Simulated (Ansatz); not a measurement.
# GeRh: the cost of one run

Computed with Ansatz 0.2.0 (DFT PBEsol, scalar-relativistic, plane waves, PAW).

## (1) Starting point

Symmetry: P2_13, No. 198, cubic system. The conventional cell has a = 4.938 Å, b = 4.938 Å, c = 4.938 Å, α = 90.00°, β = 90.00°, γ = 90.00°. Ge (site symmetry 3) has 4 Rh at 2.44 to 2.50 Å as nearest neighbours. Rh (site symmetry 3) has 4 Ge at 2.44 to 2.50 Å as nearest neighbours.

Structure file:

```xyz
8
Lattice="4.9379 0.0000 0.0000 0.0000 4.9379 0.0000 0.0000 0.0000 4.9379" Properties=species:S:1:pos:R:3 pbc="T T T"
Ge    0.8150    1.6539    3.2840
Ge    1.6539    3.2840    0.8150
Ge    3.2840    0.8150    1.6539
Ge    4.1229    4.1229    4.1229
Rh    4.3427    3.0642    1.8737
Rh    3.0642    1.8737    4.3427
Rh    1.8737    4.3427    3.0642
Rh    0.5952    0.5952    0.5952
```

It goes back to an entry of the Materials Project.

It is the result of an earlier relaxation at this level (volume 15.05 Å³/atom; gap on the mesh: none (metal)).

## (2) The cell under PBEsol

The input, input.yaml:

```yaml
crystal:
  lattice:
    - [4.9379032175, 0.0, 0.0]
    - [0.0, 4.9379032175, 0.0]
    - [0.0, 0.0, 4.9379032175]
  atoms:
    - { symbol: Ge, position: [0.165059442, 0.334940558, 0.665059442] }
    - { symbol: Ge, position: [0.334940558, 0.665059442, 0.165059442] }
    - { symbol: Ge, position: [0.665059442, 0.165059442, 0.334940558] }
    - { symbol: Ge, position: [0.834940558, 0.834940558, 0.834940558] }
    - { symbol: Rh, position: [0.8794607006, 0.6205392994, 0.3794607006] }
    - { symbol: Rh, position: [0.6205392994, 0.3794607006, 0.8794607006] }
    - { symbol: Rh, position: [0.3794607006, 0.8794607006, 0.6205392994] }
    - { symbol: Rh, position: [0.1205392994, 0.1205392994, 0.1205392994] }
basis:
  ecutwfc: 420
kpoints:
  mp_grid: { grid: [8, 8, 8] }
hamiltonian:
  xc: pbesol
scf:
  occupations: { method: gaussian, width: 0.1 }
output:
  forces: true
  stress: true
  eigenvalues: true
relax:
  adjacent_minimum: "off"
  f_tol: 0.005
  max_steps: 50
  cell: { stress_tol: 0.05 }
```

Run with:

```
$ ansatz run input.yaml --threads 2 --pin off --max-ram 5120MiB --backend cpu --events-out ev --progress --plain --runs-dir out
```

What time and memory should one allow on 2 threads of Arm Neoverse V1, shared host?

About 2.7 min, with a peak of 0.61 GiB.
